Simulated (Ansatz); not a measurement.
# AlFH4OSi: one species, many methods

The task here is to estimate one member of a computed series from the others.

Computed with Ansatz 0.2.0, Gaussian basis. Level: functionals in def2-TZVPP, the program's frozen cores in correlated methods.

Levels to be run: LDA (SPW92), PBE-D4, revPBE-D4, BLYP-D4, r2SCAN-D4, B97M-V, PBE0-D4, B3LYP-D4, r2SCANh-D4, r2SCAN0-D4, HSE06-D4, BHLYP-D4, CAM-B3LYP-D4, LC-ωPBE, ωB97X-V, ωB97M-V, B2PLYP, PBE-QIDH; CCSD(T)/def2-SVP; CCSD(T)/def2-TZVPP; MP2/def2-QZVPP; extrapolation to the limit; RPA on PBE.

### Structure used throughout

The geometry comes from an earlier relaxation with PBE0-D4 in a triple-zeta def2 set; it is a stationary point, not always the lowest conformer.

SMILES `[OH][Al]([F])[SiH3]`, 8 atoms, charge 0, spin multiplicity 1.

Atoms are counted from 1 here; the program's logs count them from 0.

Bond lengths: O1–Al2 1.686 Å, O1–H5 0.956 Å, Al2–F3 1.652 Å, Al2–Si4 2.432 Å, Si4–H6 1.488 Å, Si4–H7 1.489 Å, Si4–H8 1.487 Å. Angles: Al2–O1–H5 125.3°, O1–Al2–F3 119.4°, O1–Al2–Si4 119.3°, F3–Al2–Si4 121.2°, Al2–Si4–H6 110.4°, Al2–Si4–H7 110.1°, Al2–Si4–H8 111.4°, H6–Si4–H7 108.0°, H6–Si4–H8 108.5°, H7–Si4–H8 108.4°.

The first run:

in.yaml reads:

```yaml
crystal:
  periodic: [false, false, false]
  atoms:
    - {symbol: O, position_ang: [1.567473, 1.468908, -0.513535]}
    - {symbol: Al, position_ang: [0.881127, 0.245408, 0.421768]}
    - {symbol: F, position_ang: [1.679910, -0.296431, 1.762629]}
    - {symbol: Si, position_ang: [-1.264547, -0.693542, -0.233959]}
    - {symbol: H, position_ang: [2.405722, 1.894081, -0.338621]}
    - {symbol: H, position_ang: [-2.275352, 0.387200, -0.393975]}
    - {symbol: H, position_ang: [-1.137650, -1.400650, -1.538039]}
    - {symbol: H, position_ang: [-1.764482, -1.662273, 0.777732]}
basis:
  gaussian: {orbitals: def2-TZVPP}
hamiltonian: {xc: lda}
output: {orbitals: {seedname: orbitals}}
```

Started as:

```sh
$ ansatz run in.yaml --threads 2 --pin off --events-out ev --progress --plain --max-ram 4352MiB
```

Steps of the session up to this table: LDA; PBE-D4 (GGA); revPBE-D4 (GGA); BLYP-D4 (GGA); r2SCAN-D4 (meta-GGA); B97M-V (meta-GGA); B3LYP-D4 (hybrid); r2SCANh-D4 (hybrid); r2SCAN0-D4 (hybrid); HSE06-D4 (hybrid); BHLYP-D4 (hybrid); CAM-B3LYP-D4 (range-separated); LC-ωPBE (range-separated); ωB97X-V (range-separated); ωB97M-V (range-separated); B2PLYP (double hybrid); PBE-QIDH (double hybrid).

One table of the session follows, with a row left open; its other results are not shown here.

It belongs to the step «Orbital energies across the functionals». 

| functional | HOMO (eV) | gap (eV) |
| --- | --- | --- |
| LDA (SPW92) | -7.32 | 5.28 |
| PBE-D4 | ? | ? |
| revPBE-D4 | -7.15 | 5.39 |
| BLYP-D4 | -7.07 | 5.36 |
| r2SCAN-D4 | -7.44 | 5.82 |
| B97M-V | -7.50 | 5.67 |
| PBE0-D4 | -8.35 | 7.26 |
| B3LYP-D4 | -8.15 | 6.88 |
| r2SCANh-D4 | -7.86 | 6.51 |
| r2SCAN0-D4 | -8.50 | 7.54 |
| HSE06-D4 | -7.95 | 6.49 |
| BHLYP-D4 | -9.38 | 9.09 |
| CAM-B3LYP-D4 | -9.65 | 9.56 |
| LC-ωPBE | -10.95 | 11.94 |
| ωB97X-V | -10.63 | 11.50 |
| ωB97M-V | -10.38 | 10.98 |

Q: Estimate the row for PBE-D4 from the others.

**Answer.** HOMO (eV): -7.20; gap (eV): 5.36. In the column «HOMO (eV)» it lies between LDA (SPW92) (-7.32) and revPBE-D4 (-7.15).
